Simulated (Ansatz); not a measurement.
# InF: equation of state

How stiff is InF, and at what volume does the pressure vanish? The cell is scaled evenly, atoms carried along, and solved with LAPW, PAW and all-electron datasets made for the crystal.

Computed with Ansatz 0.2.0 (DFT PBE, scalar-relativistic, unless a step's input says otherwise).

### 1 Starting point

Symmetry: F-43m, No. 216, cubic system. The conventional cell has a = 6.009 Å, b = 6.009 Å, c = 6.009 Å, α = 90.00°, β = 90.00°, γ = 90.00°. In (site symmetry -43m) has 4 F at 2.60 Å as nearest neighbours. F (site symmetry -43m) is surrounded by 4 In at 2.60 Å.

Structure file:

```cif
data_structure
_symmetry_space_group_name_H-M 'P 1'
_symmetry_Int_Tables_number 1
_cell_length_a 4.2490
_cell_length_b 4.2490
_cell_length_c 4.2490
_cell_angle_alpha 60.000
_cell_angle_beta 60.000
_cell_angle_gamma 60.000
_cell_volume 54.24
loop_
_atom_site_label
_atom_site_type_symbol
_atom_site_fract_x
_atom_site_fract_y
_atom_site_fract_z
_atom_site_occupancy
In1 In 0.00000 0.00000 0.00000 1
F1 F 0.25000 0.25000 0.25000 1
```

The structure (zincblende type) was typed from a prototype and relaxed by PAW; whether it is the ground state wasn't tested.

Atoms are numbered in the order of the input: In1, F2.

### 2 Volume × 0.9405, LAPW

The input, input.yaml:

```yaml
crystal:
  lattice:
    - [0.0, 2.9436742648, 2.9436742648]
    - [2.9436742648, 0.0, 2.9436742648]
    - [2.9436742648, 2.9436742648, 0.0]
  atoms:
    - { symbol: In, position: [0.0, 0.0, 0.0] }
    - { symbol: F, position: [0.25, 0.25, 0.25] }
kpoints:
  mp_grid: { grid: [13, 13, 13] }
scf:
  occupations: { method: fermi_dirac, width: 0.05 }
hamiltonian:
  xc: pbe
  pseudopotentials: { kind: all_electron, lapw: { basis_error: 0.0005 } }
output:
  forces: true
  stress: true
  eigenvalues: true
```

The run is started by

```sh
> ansatz run input.yaml --threads 1 --pin off --max-ram 2048MiB --backend cpu --events-out ev --progress --plain --runs-dir out
```

### 3 Volume × 0.9405, PAW

Edit input.yaml of step 2 so:

```diff
@@ -14,3 +14,3 @@
   xc: pbe
-  pseudopotentials: { kind: all_electron, lapw: { basis_error: 0.0005 } }
+  pseudopotentials: { kind: paw }
 output:
@@ -19 +19,2 @@
   eigenvalues: true
+  efg: { contact_densities: true }
```

### 4 Volume × 0.9405, crystal datasets

Edit input.yaml of step 3 so:

```diff
@@ -14,3 +14,3 @@
   xc: pbe
-  pseudopotentials: { kind: paw }
+  pseudopotentials: { kind: all_electron, datasets: crystal }
 output:
```

### 5 Volume × 0.97, LAPW

The input, input.yaml:

```yaml
crystal:
  lattice:
    - [0.0, 2.9741353515, 2.9741353515]
    - [2.9741353515, 0.0, 2.9741353515]
    - [2.9741353515, 2.9741353515, 0.0]
  atoms:
    - { symbol: In, position: [0.0, 0.0, 0.0] }
    - { symbol: F, position: [0.25, 0.25, 0.25] }
kpoints:
  mp_grid: { grid: [13, 13, 13] }
scf:
  occupations: { method: fermi_dirac, width: 0.05 }
hamiltonian:
  xc: pbe
  pseudopotentials: { kind: all_electron, lapw: { basis_error: 0.0005 } }
output:
  forces: true
  stress: true
  eigenvalues: true
```

### 6 Volume × 0.97, PAW

Edit input.yaml of step 5 so:

```diff
@@ -14,3 +14,3 @@
   xc: pbe
-  pseudopotentials: { kind: all_electron, lapw: { basis_error: 0.0005 } }
+  pseudopotentials: { kind: paw }
 output:
@@ -19 +19,6 @@
   eigenvalues: true
+  efg: { contact_densities: true }
+  write_density: true
+  write_potential: true
+  elf: true
+  volumetric_format: npy
```

### 7 Volume × 1.03, LAPW

The input, input.yaml:

```yaml
crystal:
  lattice:
    - [0.0, 3.0342350862, 3.0342350862]
    - [3.0342350862, 0.0, 3.0342350862]
    - [3.0342350862, 3.0342350862, 0.0]
  atoms:
    - { symbol: In, position: [0.0, 0.0, 0.0] }
    - { symbol: F, position: [0.25, 0.25, 0.25] }
kpoints:
  mp_grid: { grid: [13, 13, 13] }
scf:
  occupations: { method: fermi_dirac, width: 0.05 }
hamiltonian:
  xc: pbe
  pseudopotentials: { kind: all_electron, lapw: { basis_error: 0.0005 } }
output:
  forces: true
  stress: true
  eigenvalues: true
```

### 8 Volume × 1.03, PAW

Edit input.yaml of step 7 so:

```diff
@@ -14,3 +14,3 @@
   xc: pbe
-  pseudopotentials: { kind: all_electron, lapw: { basis_error: 0.0005 } }
+  pseudopotentials: { kind: paw }
 output:
@@ -19 +19,2 @@
   eigenvalues: true
+  efg: { contact_densities: true }
```

### 9 Volume × 1.06, LAPW

The input, input.yaml:

```yaml
crystal:
  lattice:
    - [0.0, 3.0634122134, 3.0634122134]
    - [3.0634122134, 0.0, 3.0634122134]
    - [3.0634122134, 3.0634122134, 0.0]
  atoms:
    - { symbol: In, position: [0.0, 0.0, 0.0] }
    - { symbol: F, position: [0.25, 0.25, 0.25] }
kpoints:
  mp_grid: { grid: [13, 13, 13] }
scf:
  occupations: { method: fermi_dirac, width: 0.05 }
hamiltonian:
  xc: pbe
  pseudopotentials: { kind: all_electron, lapw: { basis_error: 0.0005 } }
output:
  forces: true
  stress: true
  eigenvalues: true
```

### 10 Volume × 1.06, PAW

Edit input.yaml of step 9 so:

```diff
@@ -14,3 +14,3 @@
   xc: pbe
-  pseudopotentials: { kind: all_electron, lapw: { basis_error: 0.0005 } }
+  pseudopotentials: { kind: paw }
 output:
@@ -19 +19,2 @@
   eigenvalues: true
+  efg: { contact_densities: true }
```

### 11 Volume × 1.06, crystal datasets

Edit input.yaml of step 10 so:

```diff
@@ -14,3 +14,3 @@
   xc: pbe
-  pseudopotentials: { kind: paw }
+  pseudopotentials: { kind: all_electron, datasets: crystal }
 output:
```

(Steps that only read results are left out.)

Before running it: what results should come out? Wanted: equilibrium volume; bulk modulus (for each run or level that gives them).

**Answer**, as computed:

```
                      quantity           value
     equilibrium volume (LAPW)  27.127 Å³/atom
           bulk modulus (LAPW)        22.1 GPa
its pressure derivative (LAPW)             4.4
      equilibrium volume (PAW)  27.124 Å³/atom
            bulk modulus (PAW)        22.2 GPa
 its pressure derivative (PAW)             4.4
```

What this shows: By LAPW, the pressure vanishes at 27.13 Å³/atom (less than 0.1 % from the starting cell) and the bulk modulus there is 22.1 GPa (Birch-Murnaghan, third order). PAW's volume lies less than 0.01 % and its modulus less than 0.1 % from LAPW's. The gap goes from 1.66 eV at the smallest volume to 2.14 eV at the largest. No thermal or zero-point expansion is included.

The gaps are Kohn-Sham values of a semilocal functional, not quasiparticle or optical gaps. Such gaps usually fall short of the measured ones.
